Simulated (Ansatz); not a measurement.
**Ni (Fm-3m): equation of state**

One table from this session's results is given with a row withheld; the runs are named, their logs left out.

Method: DFT PBE, scalar-relativistic, plane waves, PAW, in Ansatz 0.2.0.

Spin polarisation is switched off on purpose; where the compound carries moments, volume, stiffness and gap are then not the real material's.

### The system as given

It takes space group Fm-3m (No. 225, cubic). Conventional cell: a = 3.511 Å, b = 3.511 Å, c = 3.511 Å, α = 90.00°, β = 90.00°, γ = 90.00°. Ni (site symmetry m-3m) has 12 Ni at 2.48 Å as nearest neighbours.

Coordinates:

```cif
data_structure
_symmetry_space_group_name_H-M 'Fm-3m'
_symmetry_Int_Tables_number 225
_cell_length_a 3.5109
_cell_length_b 3.5109
_cell_length_c 3.5109
_cell_angle_alpha 90.000
_cell_angle_beta 90.000
_cell_angle_gamma 90.000
_cell_volume 43.28
loop_
_atom_site_label
_atom_site_type_symbol
_atom_site_symmetry_multiplicity
_atom_site_Wyckoff_symbol
_atom_site_fract_x
_atom_site_fract_y
_atom_site_fract_z
_atom_site_occupancy
Ni1 Ni 4 a 0.00000 0.00000 0.00000 1
```

This cell comes from an earlier session at PBE: 10.819 Å³/atom at 0.00 GPa, on a 22×22×22 mesh.

Volume factors to run: 0.980, 1.020, 0.960, 1.040.

The first run:

The input, input.yaml:

```yaml
crystal:
  lattice:
    - [0.0, 1.7436505052, 1.7436505052]
    - [1.7436505052, 0.0, 1.7436505052]
    - [1.7436505052, 1.7436505052, 0.0]
  atoms:
    - { symbol: Ni, position: [0.0, 0.0, 0.0] }
basis:
  ecutwfc: 420
  ecutrho_ratio: 4
kpoints:
  mp_grid: { grid: [22, 22, 22] }
hamiltonian:
  xc: pbe
scf:
  occupations: { method: gaussian, width: 0.05 }
output:
  forces: true
  stress: true
  eigenvalues: true
```

Started as:

```sh
$ ansatz run input.yaml --threads 1 --pin off --max-ram 2560MiB --backend cpu --events-out ev --progress --plain --runs-dir out
```

Steps of the session up to this table: Volume × 0.980; Volume × 1.020; At 0.960 of the relaxed volume; At 1.040 of the relaxed volume.

One table of the session follows, with a row left open; its other results are not shown here.

It belongs to the step «Energy and pressure against volume». 

```
volume (Å³/atom)  energy (meV/atom)  pressure (GPa)
          10.386              11.75            9.18
          10.603               2.78            4.32
          10.819               0.00            0.00
          11.035                  ?               ?
          11.252              10.35           -7.26
```

Q: Estimate the row for volume (Å³/atom) = 11.035 from the others.

Worked estimate for «energy (meV/atom)». A straight line through the neighbours (10.819, 0.00) and (11.252, 10.35) gives 0.00 + (10.35 − 0.00) × (11.035 − 10.819) / (11.252 − 10.819) = 5.16; a parabola fitted to 3 rows on both sides gives 2.51.

The run gave: energy (meV/atom): 2.73; pressure (GPa): -3.84. In «energy (meV/atom)» the line misses by +2.43 and the parabola by -0.22.

Caveats from the session: Real Ni is ferromagnetic; without spin these runs don't describe its ground state.
